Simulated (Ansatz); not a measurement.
# CH₁₀AlBSi₂: how energies converge with the basis set

How large a basis does CH₁₀AlBSi₂ need? Two functionals are run in growing sets.

Computed with Ansatz 0.2.0, Gaussian basis. Level: one geometry, several basis sets.

Levels to be run: PBE0-D4/def2-SVP; ωB97M-V/def2-SVP; PBE0-D4/def2-QZVPP; ωB97M-V/def2-QZVPP; the functionals' def2-TZVPP values are taken from earlier runs.

## Step 1: The relaxed structure

An earlier PBE0-D4 in a triple-zeta def2 set relaxation fixed the geometry.

SMILES `[SiH3]C[BH][AlH][SiH3]`, 15 atoms, charge 0, spin multiplicity 1.

Atoms are counted from 1 here; the program's logs count them from 0.

Bond lengths: Si1–C2 1.911 Å, Si1–H6 1.485 Å, Si1–H7 1.485 Å, Si1–H8 1.489 Å, C2–B3 1.533 Å, C2–H9 1.092 Å, C2–H10 1.092 Å, B3–Al4 2.126 Å, B3–H11 1.205 Å, Al4–Si5 2.466 Å, Al4–H12 1.597 Å, Si5–H13 1.495 Å, Si5–H14 1.492 Å, Si5–H15 1.492 Å. Angles: C2–Si1–H6 109.7°, C2–Si1–H7 109.4°, C2–Si1–H8 111.1°, H6–Si1–H7 110.4°, H6–Si1–H8 108.1°, H7–Si1–H8 108.1°, Si1–C2–B3 94.6°, Si1–C2–H9 103.9°, Si1–C2–H10 108.1°, B3–C2–H9 118.4°, B3–C2–H10 117.7°, H9–C2–H10 111.0°, C2–B3–Al4 126.0°, C2–B3–H11 116.4°, Al4–B3–H11 117.1°, B3–Al4–Si5 122.5°, B3–Al4–H12 120.7°, Si5–Al4–H12 116.8° and more.

## Step 2: PBE0-D4 in def2-SVP

in.yaml

```yaml
crystal:
  periodic: [false, false, false]
  atoms:
    - {symbol: Si, position_ang: [-0.047259, 0.815068, 1.730973]}
    - {symbol: C, position_ang: [1.501247, -0.280929, 1.499926]}
    - {symbol: B, position_ang: [0.801020, -1.293514, 0.586109]}
    - {symbol: Al, position_ang: [0.385508, -1.033558, -1.483056]}
    - {symbol: Si, position_ang: [-1.437181, 0.414426, -2.297616]}
    - {symbol: H, position_ang: [-0.049950, 1.394846, 3.098379]}
    - {symbol: H, position_ang: [-0.044665, 1.894861, 0.711619]}
    - {symbol: H, position_ang: [-1.296018, 0.020937, 1.561987]}
    - {symbol: H, position_ang: [2.238065, 0.394493, 1.059585]}
    - {symbol: H, position_ang: [1.824267, -0.625166, 2.484476]}
    - {symbol: H, position_ang: [0.331470, -2.265412, 1.122840]}
    - {symbol: H, position_ang: [1.258484, -1.782354, -2.591011]}
    - {symbol: H, position_ang: [-0.873855, 1.740116, -2.698245]}
    - {symbol: H, position_ang: [-2.138442, -0.133406, -3.495121]}
    - {symbol: H, position_ang: [-2.474591, 0.688793, -1.261446]}
basis:
  gaussian: {orbitals: def2-SVP}
hamiltonian: {xc: pbe0, dispersion: d4}
output: {orbitals: {seedname: orbitals}}
```

Launch:

```sh
> ansatz run in.yaml --threads 4 --pin off --events-out ev --progress --plain --max-ram 10444MiB
```

The runs that follow: ωB97M-V in def2-SVP; PBE0-D4 in def2-QZVPP; ωB97M-V in def2-QZVPP.

**Question.** What will the summary of the whole plan be? Wanted: PBE0-D4: double and triple zeta above quadruple; ωB97M-V: double and triple zeta above quadruple.

As calculated:

| quantity | value |
| --- | --- |
| PBE0-D4: double and triple zeta above quadruple | 10.60, 0.84 eV |
| ωB97M-V: double and triple zeta above quadruple | 10.77, 0.80 eV |

**Reading.** For PBE0-D4 the step from double to triple zeta gains 9.76 eV and the next only 0.84 eV. These are total energies; as a rule much of such shifts cancels in differences, which this series doesn't test.
